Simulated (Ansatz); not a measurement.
# H11N2OSi3: the cost of one run

The runs use Ansatz 0.2.0, Gaussian basis; PBE0-D4, def2-SVP first, then def2-TZVP.

153 further runs of the same task are left out: 1 that didn't finish, 152 set aside as unsound or not needed.

### Step 1. Where the work starts

The guess: 17 atoms, charge 0, spin multiplicity 2.

Atoms are counted from 1 here; the program's logs count them from 0.

Bond lengths: Si1–N2 1.916 Å, Si1–N4 1.760 Å, Si1–H6 1.459 Å, N2–Si3 1.744 Å, N2–H7 1.224 Å, N2–H9 1.013 Å, Si3–H10 1.462 Å, Si3–H11 1.467 Å, Si3–H12 1.462 Å, N4–Si5 1.729 Å, N4–H13 1.007 Å, Si5–H14 1.463 Å, Si5–H15 1.474 Å, Si5–H16 1.463 Å, O8–H17 0.955 Å. Angles: N2–Si1–N4 100.6°, N2–Si1–H6 103.6°, N4–Si1–H6 103.2°, Si1–N2–Si3 122.7°, Si1–N2–H7 79.4°, Si1–N2–H9 110.4°, Si3–N2–H7 117.1°, Si3–N2–H9 113.3°, H7–N2–H9 109.3°, N2–Si3–H10 104.9°, N2–Si3–H11 106.3°, N2–Si3–H12 113.1°, H10–Si3–H11 111.6°, H10–Si3–H12 110.7°, H11–Si3–H12 110.1°, Si1–N4–Si5 128.6°, Si1–N4–H13 115.9°, Si5–N4–H13 114.5° and more.

Coordinates:

```
Si    0.7978    0.5432    1.0021
N     0.6774   -0.9136   -0.2358
Si    0.5324   -0.6767   -1.9575
N    -0.7023    1.3933    0.6467
Si   -2.3263    0.8154    0.7790
H     0.5301   -0.0805    2.2938
H     1.8036   -1.0899    0.2089
O     2.5898   -0.5465    1.0749
H     0.0593   -1.6315    0.1229
H     1.6816    0.1518   -2.3205
H     0.6142   -2.0089   -2.5651
H    -0.7184   -0.0248   -2.3437
H    -0.6076    2.2595    0.1428
H    -2.4782    0.2011    2.0982
H    -2.6469   -0.1928   -0.2475
H    -3.1919    1.9817    0.6074
H     3.3854   -0.1808    0.6934
```

Distances that are to change: Si1–O8 2.10 Å, N2–H7 1.22 Å, Si1–N2 1.92 Å, H7–O8 1.29 Å.

### Step 2. Relaxing the guess with the reacting distances held

hold/in.yaml

```yaml
crystal:
  periodic: [false, false, false]
  atoms:
    - {symbol: Si, position_ang: [0.797800, 0.543200, 1.002100]}
    - {symbol: N, position_ang: [0.677400, -0.913600, -0.235800]}
    - {symbol: Si, position_ang: [0.532400, -0.676700, -1.957500]}
    - {symbol: N, position_ang: [-0.702300, 1.393300, 0.646700]}
    - {symbol: Si, position_ang: [-2.326300, 0.815400, 0.779000]}
    - {symbol: H, position_ang: [0.530100, -0.080500, 2.293800]}
    - {symbol: H, position_ang: [1.803600, -1.089900, 0.208900]}
    - {symbol: O, position_ang: [2.589800, -0.546500, 1.074900]}
    - {symbol: H, position_ang: [0.059300, -1.631500, 0.122900]}
    - {symbol: H, position_ang: [1.681600, 0.151800, -2.320500]}
    - {symbol: H, position_ang: [0.614200, -2.008900, -2.565100]}
    - {symbol: H, position_ang: [-0.718400, -0.024800, -2.343700]}
    - {symbol: H, position_ang: [-0.607600, 2.259500, 0.142800]}
    - {symbol: H, position_ang: [-2.478200, 0.201100, 2.098200]}
    - {symbol: H, position_ang: [-2.646900, -0.192800, -0.247500]}
    - {symbol: H, position_ang: [-3.191900, 1.981700, 0.607400]}
    - {symbol: H, position_ang: [3.385400, -0.180800, 0.693400]}
basis:
  gaussian: {orbitals: def2-SVP}
magnetization: {spin_polarized: true, initial_magnetization: 1}
hamiltonian: {xc: pbe0, dispersion: d4}
relax: {f_tol: 0.04, max_steps: 150, escape_saddle: false, constraints: [{distance: [0, 7]}, {distance: [1, 6]}, {distance: [0, 1]}, {distance: [6, 7]}]}
```

The run is started by

```sh
$ ansatz run in.yaml --threads 4 --pin off --events-out ev --progress --plain --max-ram 63488MiB --backend cpu
```

**Question.** How long does this run take on 4 threads of AMD EPYC 7R13, shared host?

About 47 s.
